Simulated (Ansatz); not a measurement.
# LaP: the cost of one run

Method: reference: DFT, r2SCAN, plane waves, PAW, in Ansatz 0.2.0.

1 further run of the same task is left out (for a known fault of the program).

## 1. Starting point

It takes space group Pm-3m (No. 221, cubic). Conventional cell: a = 3.650 Å, b = 3.650 Å, c = 3.650 Å, α = 90.00°, β = 90.00°, γ = 90.00°. La (site symmetry m-3m) has 8 P at 3.16 Å as nearest neighbours. Around P (site symmetry m-3m) lie 8 La at 3.16 Å.

Coordinates:

```
La P
1.0
     3.64966    0.00000    0.00000
     0.00000    3.64966    0.00000
     0.00000    0.00000    3.64966
La P
1 1
Direct
  0.00000 0.00000 0.00000
  0.50000 0.50000 0.50000
```

## 2. The reference run

input.yaml

```yaml
crystal:
  lattice:
    - [3.6496601442, 0.0, 0.0]
    - [0.0, 3.6496601442, 0.0]
    - [0.0, 0.0, 3.6496601442]
  atoms:
    - { symbol: La, position: [0.0, 0.0, 0.0] }
    - { symbol: P, position: [0.5, 0.5, 0.5] }
kpoints:
  mp_grid: { grid: [6, 6, 6] }
hamiltonian:
  xc: r2scan
scf:
  occupations: { method: fermi_dirac, width: 0.02 }
  n_extra_bands: 4
output:
  forces: true
  stress: true
  eigenvalues: true
```

The run is started by

```bash
$ ansatz run input.yaml --threads 4 --pin off --max-ram 3686MiB --backend cpu --events-out ev --progress --plain --runs-dir out
```

What time and memory should one allow on 4 threads of Arm Neoverse N1, shared host?

About 2.2 s, with a peak of 0.46 GiB.
